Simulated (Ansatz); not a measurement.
# C₂H₅Ga: vertical ionisation energy

One table from this session's results is given with a row withheld; the runs are named, their logs left out.

The runs use Ansatz 0.2.0, Gaussian basis; unrestricted cation, the program's frozen cores in correlated methods.

Plan: UKS PBE-D4/def2-TZVPP; UKS r2SCAN-D4/def2-TZVPP; UKS PBE0-D4/def2-TZVPP; UKS B3LYP-D4/def2-TZVPP; UKS wB97X-V/def2-TZVPP; UKS wB97M-V/def2-TZVPP; UKS B2PLYP/def2-TZVPP; UHF-CCSD(T)/def2-TZVPP; UHF-MP2/def2-QZVPP; extrapolation to the limit; then −ε(HOMO) from the neutral's earlier runs with LDA (SPW92), PBE-D4, revPBE-D4, BLYP-D4, r2SCAN-D4, B97M-V, PBE0-D4, B3LYP-D4, r2SCANh-D4, r2SCAN0-D4, HSE06-D4, BHLYP-D4, CAM-B3LYP-D4, LC-ωPBE, ωB97X-V, ωB97M-V.

**The relaxed structure**

All runs share one geometry, relaxed beforehand with PBE0-D4 in a triple-zeta def2 set.

SMILES `C=[CH][GaH2]`, 8 atoms, charge 0, spin multiplicity 1.

Atoms are counted from 1 here; the program's logs count them from 0.

Bond lengths: C1–C2 1.334 Å, C1–H4 1.088 Å, C1–H5 1.089 Å, C2–Ga3 1.950 Å, C2–H6 1.089 Å, Ga3–H7 1.572 Å, Ga3–H8 1.569 Å. Angles: C2–C1–H4 121.7°, C2–C1–H5 122.7°, H4–C1–H5 115.6°, C1–C2–Ga3 120.5°, C1–C2–H6 117.7°, Ga3–C2–H6 121.8°, C2–Ga3–H7 116.7°, C2–Ga3–H8 122.0°, H7–Ga3–H8 121.3°.

The first run:

The input, in.yaml:

```yaml
crystal:
  periodic: [false, false, false]
  atoms:
    - {symbol: C, position_ang: [-0.547278, 1.051877, -0.727256]}
    - {symbol: C, position_ang: [-0.430953, 0.357416, 0.405617]}
    - {symbol: Ga, position_ang: [0.744898, -1.195277, 0.498988]}
    - {symbol: H, position_ang: [0.002903, 0.778760, -1.624968]}
    - {symbol: H, position_ang: [-1.193124, 1.923430, -0.818210]}
    - {symbol: H, position_ang: [-1.012234, 0.689191, 1.264354]}
    - {symbol: H, position_ang: [1.528502, -1.568262, -0.811694]}
    - {symbol: H, position_ang: [0.907287, -2.037115, 1.813149]}
basis:
  gaussian: {orbitals: def2-TZVPP}
total_charge: 1
magnetization: {spin_polarized: true, initial_magnetization: 1}
hamiltonian: {xc: pbe, dispersion: d4}
```

Started as:

```console
> ansatz run in.yaml --threads 4 --pin off --events-out ev --progress --plain --max-ram 10444MiB
```

Steps of the session up to this table: Cation, UKS PBE-D4/def2-TZVPP; Cation, UKS r2SCAN-D4/def2-TZVPP; Cation, UKS PBE0-D4/def2-TZVPP; Cation, UKS B3LYP-D4/def2-TZVPP; Cation, UKS wB97X-V/def2-TZVPP; Cation, UKS wB97M-V/def2-TZVPP; Cation, UKS B2PLYP (frozen core)/def2-TZVPP; Cation, UHF-CCSD(T)/def2-TZVPP; Cation, UHF-MP2/def2-QZVPP.

One table of the session follows, with a row left open; its other results are not shown here.

For comparison, −ε(HOMO) of the neutral from earlier runs:

| functional | −ε(HOMO) (eV) |
| --- | --- |
| LDA (SPW92) | 6.88 |
| PBE-D4 | 6.79 |
| revPBE-D4 | 6.74 |
| BLYP-D4 | 6.69 |
| r2SCAN-D4 | 7.05 |
| B97M-V | 7.15 |
| PBE0-D4 | ? |
| B3LYP-D4 | 7.84 |
| r2SCANh-D4 | 7.51 |
| r2SCAN0-D4 | 8.21 |
| HSE06-D4 | 7.64 |
| BHLYP-D4 | 9.02 |
| CAM-B3LYP-D4 | 9.41 |
| LC-ωPBE | 10.74 |
| ωB97X-V | 10.40 |
| ωB97M-V | 10.24 |

**Question.** Estimate the row for PBE0-D4.

**Answer.** −ε(HOMO) (eV): 8.04. In the column «−ε(HOMO) (eV)» it lies between B3LYP-D4 (7.84) and r2SCAN0-D4 (8.21).

Caveats from the session: The cation may have settled in a state other than its lowest; no search over hole states beyond the program's own was made.
